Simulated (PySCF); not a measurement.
# C6H18AlP: NMR shifts at several levels of theory, part 2 of 2

PySCF 2.14.0. Atoms count from 0. The steps go on from the part before.

## Step 6: Shielding tensors: B97-D/pcSseg-1

The job: settings as JSON, then the geometry in Å.

```
{"job": {"kind": "nmr", "xc": "B97-D", "basis": "pcSseg-1", "pop": false}, "charge": 0, "multiplicity": 1}
C      1.862442     1.748038    -0.778237
Al     1.423908    -0.115703    -0.240703
C      1.995468    -0.689739     1.577049
C      1.415221    -1.500912    -1.668002
P     -1.019769     0.094611     0.159437
C     -1.819646    -1.473929     0.648808
C     -1.997330     0.662407    -1.276414
C     -1.468725     1.260125     1.493054
H      1.621389     2.489625     0.003668
H      1.349677     2.063521    -1.703865
H      2.944892     1.848861    -0.975016
H      1.532003    -1.638820     1.899327
H      3.087388    -0.855250     1.604613
H      1.779104     0.065730     2.352897
H      0.977529    -2.459320    -1.337967
H      0.871685    -1.182356    -2.574981
H      2.447051    -1.727644    -1.991504
H     -1.346357    -1.843250     1.570365
H     -2.900974    -1.352707     0.815183
H     -1.651269    -2.220368    -0.141272
H     -3.069852     0.738071    -1.040281
H     -1.854704    -0.043864    -2.107380
H     -1.622916     1.645310    -1.597954
H     -1.087704     2.259593     1.236616
H     -2.557266     1.311731     1.648133
H     -0.980231     0.940126     2.425062
```

Level: GIAO B97-D/pcSseg-1 NMR shielding, non-relativistic, gas phase.

Log:

```text
coarse grid: 20928 points
cycle   1  E = -822.7650043210  dE =  6.614e-03  |g| = 9.537e-01  |ddm| = 4.374e+00
cycle   2  E = -822.3979065725  dE =  3.671e-01  |g| = 1.453e+00  |ddm| = 2.718e+00
cycle   3  E = -823.0149554434  dE = -6.170e-01  |g| = 8.530e-02  |ddm| = 1.903e+00
cycle   4  E = -823.0165810244  dE = -1.626e-03  |g| = 4.944e-02  |ddm| = 1.743e-01
cycle   5  E = -823.0172404227  dE = -6.594e-04  |g| = 9.114e-03  |ddm| = 5.406e-02
cycle   6  E = -823.0172633089  dE = -2.289e-05  |g| = 1.870e-03  |ddm| = 1.507e-02
cycle   7  E = -823.0172641511  dE = -8.422e-07  |g| = 6.826e-04  |ddm| = 3.052e-03
final grid: 187760 points
cycle   8  E = -823.0526239008  dE = -1.103e-04  |g| = 1.642e-02  |ddm| = 5.446e-02
cycle   9  E = -823.0525580234  dE =  6.588e-05  |g| = 2.188e-02  |ddm| = 3.050e-02
cycle  10  E = -823.0526756683  dE = -1.176e-04  |g| = 2.421e-03  |ddm| = 2.030e-02
cycle  11  E = -823.0526769746  dE = -1.306e-06  |g| = 3.834e-04  |ddm| = 2.722e-03
cycle  12  E = -823.0526770092  dE = -3.460e-08  |g| = 1.353e-04  |ddm| = 6.425e-04
cycle  13  E = -823.0526770140  dE = -4.803e-09  |g| = 2.976e-05  |ddm| = 1.652e-04
cycle  14  E = -823.0526770142  dE = -2.083e-10  |g| = 7.546e-06  |ddm| = 3.812e-05
converged SCF energy = -823.0526770142

GIAO shielding tensors (ppm)
atom      isotropic    diamagn.    paramagn.     s11        s22        s33       span
  0 C      192.911     252.234     -59.323    187.304    193.947    197.481     10.177
  1 Al     406.816     799.891    -393.075    366.891    425.561    427.997     61.106
  2 C      192.601     252.414     -59.813    187.135    193.521    197.147     10.012
  3 C      192.763     252.325     -59.562    187.229    193.735    197.326     10.097
  4 P      360.647     974.743    -614.095    334.966    373.136    373.840     38.875
  5 C      167.019     256.255     -89.236    159.641    160.249    181.167     21.526
  6 C      167.057     256.138     -89.081    159.528    160.341    181.302     21.774
  7 C      167.083     256.207     -89.123    159.594    160.423    181.232     21.638
  8 H       32.421      32.891      -0.470     28.156     30.957     38.149      9.993
  9 H       32.407      32.769      -0.362     28.180     30.813     38.228     10.048
 10 H       32.109      30.126       1.983     28.033     28.853     39.442     11.409
 11 H       32.427      33.002      -0.575     28.161     31.009     38.110      9.949
 12 H       32.100      30.206       1.894     28.025     28.829     39.447     11.421
 13 H       32.419      32.939      -0.520     28.192     30.948     38.118      9.926
 14 H       32.417      32.895      -0.478     28.157     30.956     38.139      9.983
 15 H       32.417      32.894      -0.477     28.183     30.906     38.161      9.978
 16 H       32.103      30.152       1.950     28.023     28.842     39.443     11.420
 17 H       30.188      33.598      -3.410     25.530     28.736     36.298     10.768
 18 H       30.547      31.431      -0.883     26.315     28.132     37.194     10.879
 19 H       30.178      33.605      -3.427     25.460     28.787     36.287     10.827
 20 H       30.532      31.375      -0.843     26.298     28.124     37.174     10.876
 21 H       30.200      33.488      -3.288     25.573     28.659     36.369     10.796
 22 H       30.196      33.486      -3.290     25.520     28.693     36.375     10.854
 23 H       30.198      33.513      -3.314     25.583     28.635     36.376     10.793
 24 H       30.540      31.402      -0.862     26.304     28.127     37.190     10.886
 25 H       30.180      33.584      -3.404     25.447     28.810     36.283     10.836
```

Wall time 1.8 min (1 thread of Arm Neoverse N1, shared host); peak memory 1.1 GiB.

In short: δ C5 12.1, C0 -13.6, Al1 90.0, P4 -52.8, H17 1.10, H8 -0.90 ppm (means over like atoms).

## Step 7: Nuclear shieldings: HF/pcSseg-1

Settings changed since step 6:

```diff
@@ -1,2 +1,2 @@
-{"job": {"kind": "nmr", "xc": "B97-D", "basis": "pcSseg-1", "pop": false}, "charge": 0, "multiplicity": 1}
+{"job": {"kind": "nmr", "xc": "HF", "basis": "pcSseg-1", "pop": false}, "charge": 0, "multiplicity": 1}
 C      1.862442     1.748038    -0.778237
```

Method: GIAO HF/pcSseg-1 NMR shielding, non-relativistic, gas phase.

Log:

```text
final grid: 187760 points
cycle   1  E = -820.2079385472  dE =  6.229e-01  |g| = 4.832e-01  |ddm| = 4.076e+00
cycle   2  E = -820.2946784512  dE = -8.674e-02  |g| = 1.603e-01  |ddm| = 6.726e-01
cycle   3  E = -820.3031681348  dE = -8.490e-03  |g| = 5.982e-02  |ddm| = 2.636e-01
cycle   4  E = -820.3044366083  dE = -1.268e-03  |g| = 6.389e-03  |ddm| = 7.990e-02
cycle   5  E = -820.3044604601  dE = -2.385e-05  |g| = 1.921e-03  |ddm| = 1.451e-02
cycle   6  E = -820.3044627670  dE = -2.307e-06  |g| = 5.333e-04  |ddm| = 4.755e-03
cycle   7  E = -820.3044629583  dE = -1.913e-07  |g| = 1.341e-04  |ddm| = 1.556e-03
cycle   8  E = -820.3044629702  dE = -1.192e-08  |g| = 2.850e-05  |ddm| = 3.982e-04
cycle   9  E = -820.3044629707  dE = -4.825e-10  |g| = 7.788e-06  |ddm| = 8.744e-05
converged SCF energy = -820.3044629707

GIAO shielding tensors (ppm)
atom      isotropic    diamagn.    paramagn.     s11        s22        s33       span
  0 C      202.838     252.765     -49.928    196.989    204.080    207.444     10.455
  1 Al     438.477     794.142    -355.665    390.505    461.285    463.640     73.135
  2 C      202.663     252.979     -50.316    196.858    203.837    207.293     10.435
  3 C      202.754     252.863     -50.109    196.921    203.966    207.374     10.453
  4 P      422.868     970.776    -547.909    400.688    433.559    434.356     33.668
  5 C      182.013     256.379     -74.366    176.445    177.749    191.847     15.402
  6 C      182.036     256.253     -74.217    176.504    177.654    191.951     15.447
  7 C      182.063     256.325     -74.262    176.487    177.799    191.902     15.415
  8 H       32.787      33.048      -0.261     28.059     31.003     39.298     11.239
  9 H       32.763      32.914      -0.151     28.076     30.848     39.365     11.289
 10 H       32.325      30.174       2.150     27.555     28.652     40.767     13.211
 11 H       32.795      33.158      -0.364     28.062     31.055     39.267     11.205
 12 H       32.322      30.259       2.062     27.556     28.624     40.785     13.229
 13 H       32.783      33.096      -0.314     28.091     30.989     39.268     11.176
 14 H       32.776      33.046      -0.271     28.048     30.997     39.283     11.235
 15 H       32.784      33.044      -0.261     28.089     30.949     39.314     11.225
 16 H       32.321      30.201       2.119     27.550     28.639     40.773     13.223
 17 H       30.560      33.549      -2.989     25.331     28.693     37.657     12.326
 18 H       30.815      31.968      -1.153     25.810     28.189     38.446     12.635
 19 H       30.549      33.553      -3.004     25.261     28.734     37.651     12.389
 20 H       30.803      31.917      -1.114     25.799     28.198     38.412     12.613
 21 H       30.566      33.444      -2.878     25.359     28.619     37.721     12.362
 22 H       30.558      33.439      -2.881     25.304     28.640     37.730     12.426
 23 H       30.564      33.473      -2.909     25.375     28.590     37.728     12.353
 24 H       30.809      31.940      -1.131     25.801     28.191     38.436     12.635
 25 H       30.550      33.527      -2.977     25.244     28.760     37.645     12.401
```

Run time: 46 s. Hardware: 1 thread of Arm Neoverse N1, shared host; peak memory 1.2 GiB.

This run: δ C5 8.8, C0 -11.9, Al1 77.8, P4 -66.7, H17 1.04, H8 -0.94 ppm (means over like atoms).

## Step 8: Shielding tensors: BLYP/pcSseg-1

Settings changed since step 7:

```diff
@@ -1,2 +1,2 @@
-{"job": {"kind": "nmr", "xc": "HF", "basis": "pcSseg-1", "pop": false}, "charge": 0, "multiplicity": 1}
+{"job": {"kind": "nmr", "xc": "BLYP", "basis": "pcSseg-1", "pop": false}, "charge": 0, "multiplicity": 1}
 C      1.862442     1.748038    -0.778237
```

Method: GIAO BLYP/pcSseg-1 NMR shielding, non-relativistic, gas phase.

Log:

```text
coarse grid: 20928 points
cycle   1  E = -822.6977597187  dE =  7.015e-02  |g| = 1.088e+00  |ddm| = 4.392e+00
cycle   2  E = -822.1430065555  dE =  5.548e-01  |g| = 1.719e+00  |ddm| = 3.155e+00
cycle   3  E = -823.0078793516  dE = -8.649e-01  |g| = 1.071e-01  |ddm| = 2.333e+00
cycle   4  E = -823.0102809676  dE = -2.402e-03  |g| = 6.884e-02  |ddm| = 2.326e-01
cycle   5  E = -823.0115383463  dE = -1.257e-03  |g| = 1.232e-02  |ddm| = 7.212e-02
cycle   6  E = -823.0115793984  dE = -4.105e-05  |g| = 2.408e-03  |ddm| = 1.932e-02
cycle   7  E = -823.0115807168  dE = -1.318e-06  |g| = 9.978e-04  |ddm| = 3.911e-03
final grid: 187760 points
cycle   8  E = -823.0812647411  dE = -5.095e-05  |g| = 1.256e-02  |ddm| = 4.558e-02
cycle   9  E = -823.0812013667  dE =  6.337e-05  |g| = 1.992e-02  |ddm| = 2.953e-02
cycle  10  E = -823.0813054600  dE = -1.041e-04  |g| = 8.468e-04  |ddm| = 1.855e-02
cycle  11  E = -823.0813056300  dE = -1.700e-07  |g| = 2.892e-04  |ddm| = 1.398e-03
cycle  12  E = -823.0813056539  dE = -2.382e-08  |g| = 5.460e-05  |ddm| = 3.900e-04
cycle  13  E = -823.0813056545  dE = -6.396e-10  |g| = 2.410e-05  |ddm| = 8.884e-05
converged SCF energy = -823.0813056545

GIAO shielding tensors (ppm)
atom      isotropic    diamagn.    paramagn.     s11        s22        s33       span
  0 C      189.437     250.759     -61.322    184.012    190.320    193.979      9.967
  1 Al     381.451     799.589    -418.137    341.569    400.101    402.685     61.116
  2 C      189.088     250.940     -61.852    183.810    189.852    193.603      9.792
  3 C      189.270     250.850     -61.580    183.921    190.083    193.805      9.884
  4 P      336.221     973.835    -637.614    311.780    348.084    348.797     37.018
  5 C      162.985     255.404     -92.419    154.974    155.813    178.169     23.195
  6 C      163.044     255.291     -92.247    154.872    155.932    178.328     23.455
  7 C      163.062     255.358     -92.296    154.952    155.991    178.243     23.291
  8 H       32.341      32.673      -0.332     28.139     30.931     37.953      9.813
  9 H       32.328      32.557      -0.229     28.163     30.787     38.032      9.869
 10 H       32.040      30.054       1.987     28.061     28.854     39.206     11.145
 11 H       32.347      32.784      -0.437     28.146     30.983     37.912      9.766
 12 H       32.031      30.132       1.899     28.053     28.832     39.208     11.155
 13 H       32.340      32.722      -0.382     28.177     30.923     37.920      9.743
 14 H       32.338      32.679      -0.341     28.141     30.931     37.943      9.801
 15 H       32.337      32.678      -0.341     28.167     30.881     37.964      9.797
 16 H       32.033      30.079       1.954     28.051     28.844     39.205     11.155
 17 H       30.156      33.478      -3.321     25.577     28.757     36.134     10.557
 18 H       30.544      31.278      -0.734     26.439     28.169     37.025     10.587
 19 H       30.147      33.484      -3.337     25.507     28.810     36.124     10.617
 20 H       30.529      31.223      -0.694     26.421     28.159     37.007     10.586
 21 H       30.169      33.368      -3.199     25.620     28.680     36.205     10.585
 22 H       30.165      33.366      -3.201     25.568     28.715     36.212     10.644
 23 H       30.166      33.390      -3.224     25.629     28.657     36.212     10.582
 24 H       30.537      31.250      -0.713     26.427     28.162     37.022     10.595
 25 H       30.149      33.465      -3.316     25.494     28.832     36.120     10.625
```

Run time: 1.7 min. Hardware: 1 thread of Arm Neoverse N1, shared host; peak memory 1.1 GiB.

In short: δ C5 12.3, C0 -13.9, Al1 98.7, P4 -50.7, H17 1.08, H8 -0.88 ppm (means over like atoms).

## Step 9: Side by side: NMR shifts

Shifts (ppm), means over like atoms, with basis size and wall time (the measured row can stand on another reference than the computed rows):

| run | C5 | C0 | H17 | H8 | Al1 | P4 | functions | time |
| --- | --- | --- | --- | --- | --- | --- | --- | --- |
| PBE/pcSseg-1 | 11.9 | -13.9 | 1.08 | -0.87 | 95.6 | -63.7 | 240 | 1.8 min |
| WP04/pcSseg-1 | 11.8 | -11.8 | 1.09 | -0.92 | 75.1 | -32.6 | 240 | 79 s |
| CAM-B3LYP/pcSseg-1 | 10.7 | -13.7 | 1.05 | -0.91 | 91.4 | -67.4 | 240 | 1.9 min |
| B97-D/pcSseg-1 | 12.1 | -13.6 | 1.10 | -0.90 | 90.0 | -52.8 | 240 | 1.8 min |
| HF/pcSseg-1 | 8.8 | -11.9 | 1.04 | -0.94 | 77.8 | -66.7 | 240 | 46 s |
| BLYP/pcSseg-1 | 12.3 | -13.9 | 1.08 | -0.88 | 98.7 | -50.7 | 240 | 1.7 min |
| measured | – | – | – | – | – | -47.5 | – | – |

Measured: solution, C6D6; A. R. Barron, J. Chem. Soc., Dalton Trans. 1988, 3047.

## Step 10: Outcome

What follows sums up all 2 parts.

| quantity | value |
| --- | --- |
| rotational constants (main isotopes) | 1.50, 0.90, 0.90 GHz |
| ¹³C shifts against TMS (PBE/pcSseg-1, means over atoms taken as alike) | 11.9, -13.9 ppm |
| ¹H shifts against TMS (PBE/pcSseg-1, means over atoms taken as alike) | 1.08, -0.87 ppm |
| ²⁷Al shifts against AlH4- (PBE/pcSseg-1) | 95.6 ppm |
| ³¹P shifts against H3PO4 (PBE/pcSseg-1) | -63.7 ppm |
| measured, and computed on the same scale | P4 δ -47.5, -63.7 ppm |
| range of the shift of P4 | -67.4 to -32.6 ppm |

**Reading.** Single values in the summary come from the first run of each kind that ended normally (PBE/pcSseg-1), which need not be the best level. The optimisation took 13 steps and gained 0.209 eV; among the close pairs (by a distance rule), Al1–P4 changed most, from 2.571 to 2.485 Å. At PBE/pcSseg-1: Shielding is most anisotropic at Al1 (span 59 ppm, paramagnetic term -413 ppm). The one measured ³¹P shift is missed by -16.2 ppm (computed less measured, unscaled). Vibration, temperature and solvent are missing from the calculation, and it holds one conformer, so part of the miss against the measured shifts is not the functional's. Across the 6 runs the shift of P4 moves most, between -67.4 (CAM-B3LYP/pcSseg-1) and -32.6 ppm (WP04/pcSseg-1). For the one measured ³¹P shift, BLYP/pcSseg-1 misses least (3.2 ppm, 1.7 min) and CAM-B3LYP/pcSseg-1 most (19.9 ppm, 1.9 min); the quickest, HF/pcSseg-1, misses by 19.2 ppm in 46 s. One molecule ranks no method: errors cancel, and vibration and temperature are missing from all runs.
